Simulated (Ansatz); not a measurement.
# CH₇AlBN: basis-set convergence

An exercise on one series of results from a longer session: the logs are not shown, and one member is left open.

Program: Ansatz 0.2.0, Gaussian basis. Level of theory: one geometry, several basis sets. These are calculated values, not measurements.

Levels to be run: PBE0-D4/def2-SVP; ωB97M-V/def2-SVP; PBE0-D4/def2-QZVPP; ωB97M-V/def2-QZVPP; the functionals' def2-TZVPP values are taken from earlier runs.

### The geometry

The geometry comes from an earlier relaxation with PBE0-D4 in a triple-zeta def2 set; it is a stationary point, not always the lowest conformer.

SMILES `[CH3][AlH][BH]N`, 11 atoms, charge 0, spin multiplicity 1.

Atoms are counted from 1 here; the program's logs count them from 0.

Bond lengths: C1–Al2 1.959 Å, C1–H5 1.096 Å, C1–H6 1.092 Å, C1–H7 1.096 Å, Al2–B3 2.143 Å, Al2–H8 1.608 Å, B3–N4 1.391 Å, B3–H9 1.204 Å, N4–H10 1.009 Å, N4–H11 1.007 Å. Angles: Al2–C1–H5 110.7°, Al2–C1–H6 113.5°, Al2–C1–H7 110.5°, H5–C1–H6 108.0°, H5–C1–H7 105.9°, H6–C1–H7 107.8°, C1–Al2–B3 126.2°, C1–Al2–H8 116.2°, B3–Al2–H8 117.6°, Al2–B3–N4 118.6°, Al2–B3–H9 125.9°, N4–B3–H9 115.5°, B3–N4–H10 123.6°, B3–N4–H11 123.5°, H10–N4–H11 112.9°.

The first run:

File in.yaml:

```yaml
crystal:
  periodic: [false, false, false]
  atoms:
    - {symbol: C, position_ang: [-0.912255, 2.113797, 0.260885]}
    - {symbol: Al, position_ang: [-0.072216, 0.520429, -0.508714]}
    - {symbol: B, position_ang: [0.391619, -1.294236, 0.533437]}
    - {symbol: N, position_ang: [0.986032, -2.333923, -0.173516]}
    - {symbol: H, position_ang: [-0.277169, 2.995187, 0.116735]}
    - {symbol: H, position_ang: [-1.123589, 2.021983, 1.328796]}
    - {symbol: H, position_ang: [-1.856066, 2.335737, -0.250489]}
    - {symbol: H, position_ang: [0.296656, 0.596248, -2.072167]}
    - {symbol: H, position_ang: [0.184236, -1.511903, 1.699084]}
    - {symbol: H, position_ang: [1.235724, -3.219392, 0.240346]}
    - {symbol: H, position_ang: [1.212330, -2.280828, -1.153796]}
basis:
  gaussian: {orbitals: def2-SVP}
hamiltonian: {xc: pbe0, dispersion: d4}
output: {orbitals: {seedname: orbitals}}
```

Command:

```bash
ansatz run in.yaml --threads 2 --pin off --events-out ev --progress --plain --max-ram 4352MiB
```

Among the steps run: PBE0-D4 in def2-SVP; ωB97M-V in def2-SVP; PBE0-D4 in def2-QZVPP; ωB97M-V in def2-QZVPP.

One of the session's tables, all rows but one given; the rest of the session is left out.

It belongs to the step «Functionals by basis». 

```
functional       basis  HOMO (eV)  LUMO (eV)
   PBE0-D4    def2-SVP      -6.62      -1.48
   PBE0-D4  def2-TZVPP      -6.71      -1.59
   PBE0-D4  def2-QZVPP      -6.72      -1.62
   ωB97M-V    def2-SVP      -8.71       0.30
   ωB97M-V  def2-TZVPP      -8.83       0.12
   ωB97M-V  def2-QZVPP          ?          ?
```

Q: Estimate the row for ωB97M-V, def2-QZVPP from the others.

The run gave: HOMO (eV): -8.85; LUMO (eV): -0.01. In the column «HOMO (eV)» it is the lowest.
